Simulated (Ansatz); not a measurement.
# InI3: small, medium and large basis sets

One table from this session's results is given with a row withheld; the runs are named, their logs left out.

Program: Ansatz 0.2.0, Gaussian basis. Level of theory: one geometry, several basis sets. These are calculated values, not measurements.

The runs, in order: PBE0-D4/def2-SVP; ωB97M-V/def2-SVP; PBE0-D4/def2-QZVPP; ωB97M-V/def2-QZVPP; the functionals' def2-TZVPP values are taken from earlier runs.

## The geometry

All runs share one geometry, relaxed beforehand with PBE0-D4 in a triple-zeta def2 set. I, In take the def2 core potential; no spin-orbit term is included.

SMILES `[I][In]([I])[I]`, 4 atoms, charge 0, spin multiplicity 1.

Atoms are counted from 1 here; the program's logs count them from 0.

Bond lengths: I1–In2 2.638 Å, In2–I3 2.638 Å, In2–I4 2.638 Å. Angles: I1–In2–I3 120.0°, I1–In2–I4 120.0°, I3–In2–I4 120.0°.

Geometry (Å):

```mol
I3In
  3D, bonds by distance, orders not assigned

  4  3  0  0  0  0  0  0  0  0999 V2000
   -0.2358    0.3818    2.5904 I   0  0
    0.0136   -0.0152   -0.0052 In  0  0
    1.2647   -2.1591   -0.8969 I   0  0
   -0.9869    1.7323   -1.7086 I   0  0
  1  2  8  0
  2  3  8  0
  2  4  8  0
M  END
```

The first run:

Contents of in.yaml:

```yaml
crystal:
  periodic: [false, false, false]
  atoms:
    - {symbol: I, position_ang: [-0.235819, 0.381793, 2.590381]}
    - {symbol: In, position_ang: [0.013575, -0.015241, -0.005198]}
    - {symbol: I, position_ang: [1.264670, -2.159136, -0.896868]}
    - {symbol: I, position_ang: [-0.986926, 1.732285, -1.708616]}
basis:
  gaussian: {orbitals: def2-SVP}
hamiltonian: {xc: pbe0, dispersion: d4}
output: {orbitals: {seedname: orbitals}}
```

Started as:

```bash
> ansatz run in.yaml --threads 4 --pin off --events-out ev --progress --plain --max-ram 10444MiB
```

Steps of the session up to this table: PBE0-D4 in def2-SVP; ωB97M-V in def2-SVP; PBE0-D4 in def2-QZVPP; ωB97M-V in def2-QZVPP.

One table of the session follows, with a row left open; its other results are not shown here.

It belongs to the step «Density functionals: the series». 

```
functional       basis  HOMO (eV)  LUMO (eV)
   PBE0-D4    def2-SVP      -7.79      -3.04
   PBE0-D4  def2-TZVPP      -7.85      -3.03
   PBE0-D4  def2-QZVPP      -7.86      -3.03
   ωB97M-V    def2-SVP          ?          ?
   ωB97M-V  def2-TZVPP      -9.96      -1.27
   ωB97M-V  def2-QZVPP      -9.97      -1.30
```

Estimate the missing values for ωB97M-V, def2-SVP.

The run gave: HOMO (eV): -9.87; LUMO (eV): -1.22. In the column «HOMO (eV)» it lies between ωB97M-V, def2-TZVPP (-9.96) and PBE0-D4, def2-QZVPP (-7.86).
